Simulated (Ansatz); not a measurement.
**Al: a tetragonal deformation path**

The task here is to estimate one member of a computed series from the others.

Computed with Ansatz 0.2.0 (DFT r2SCAN, scalar-relativistic, plane waves, PAW, unless a step's input says otherwise).

**Starting point**

The structure is cubic, space group Fm-3m (No. 225). The conventional cell has a = 4.048 Å, b = 4.048 Å, c = 4.048 Å, α = 90.00°, β = 90.00°, γ = 90.00°. Al (site symmetry m-3m) is surrounded by 12 Al at 2.86 Å.

Structure file:

```xyz
1
Lattice="0.0000 2.0240 2.0240 2.0240 0.0000 2.0240 2.0240 2.0240 0.0000" Properties=species:S:1:pos:R:3 pbc="T T T"
Al    0.0000    0.0000    0.0000
```

The structure comes from the Crystallography Open Database.

Set-up of the first run:

input.yaml reads:

```yaml
crystal:
  lattice:
    - [0.0, 2.02398, 2.02398]
    - [2.02398, 0.0, 2.02398]
    - [2.02398, 2.02398, 0.0]
  atoms:
    - { symbol: Al, position: [0.0, 0.0, 0.0] }
basis:
  ecutwfc: 500
kpoints:
  mp_grid: { grid: [8, 8, 8] }
hamiltonian:
  xc: r2scan
scf:
  occupations: { method: gaussian, width: 0.1 }
output:
  forces: true
  stress: true
  eigenvalues: true
```

The run is started by

```sh
ansatz run input.yaml --threads 1 --pin off --max-ram 2560MiB --backend cpu --events-out ev --progress --plain --runs-dir out
```

Among the steps run: Probe: one point at the start; The reference: the undisturbed cell on the scan's mesh; Point ρ = 0.707; ρ = 1.414; Point ρ = 0.850; ρ = 1.200; Point ρ = 0.780; Point ρ = 1.300; At ρ = 0.920; ρ = 1.100; Point ρ = 0.650; ρ = 1.500; Point ρ = 0.960; ρ = 1.050.

One of the session's tables, all rows but one given; the rest of the session is left out.

It belongs to the step «The scan collected». 

| ρ | ΔE (meV/atom) | pressure (GPa) |
| --- | --- | --- |
| 0.650 | 101.4 | -1.8 |
| 0.707 | 108.2 | -1.8 |
| 0.780 | 94.2 | -1.9 |
| 0.850 | 52.5 | -2.3 |
| 0.920 | 16.2 | -2.9 |
| 0.960 | 4.2 | -3.3 |
| 1.000 | 0.0 | -3.4 |
| 1.050 | ? | ? |
| 1.100 | 21.6 | -2.7 |
| 1.200 | 84.2 | -0.6 |
| 1.300 | 183.6 | 2.4 |
| 1.414 | 339.2 | 6.6 |
| 1.500 | 479.0 | 10.1 |

Estimate the missing values for ρ = 1.050.

Worked estimate for «ΔE (meV/atom)». A straight line through the neighbours (1.000, 0.0) and (1.100, 21.6) gives 0.0 + (21.6 − 0.0) × (1.050 − 1.000) / (1.100 − 1.000) = 10.8; a parabola fitted to 4 rows on both sides gives 5.6.

As computed: ΔE (meV/atom): 6.3; pressure (GPa): -3.2. In «ΔE (meV/atom)» the line misses by +4.5 and the parabola by -0.7.
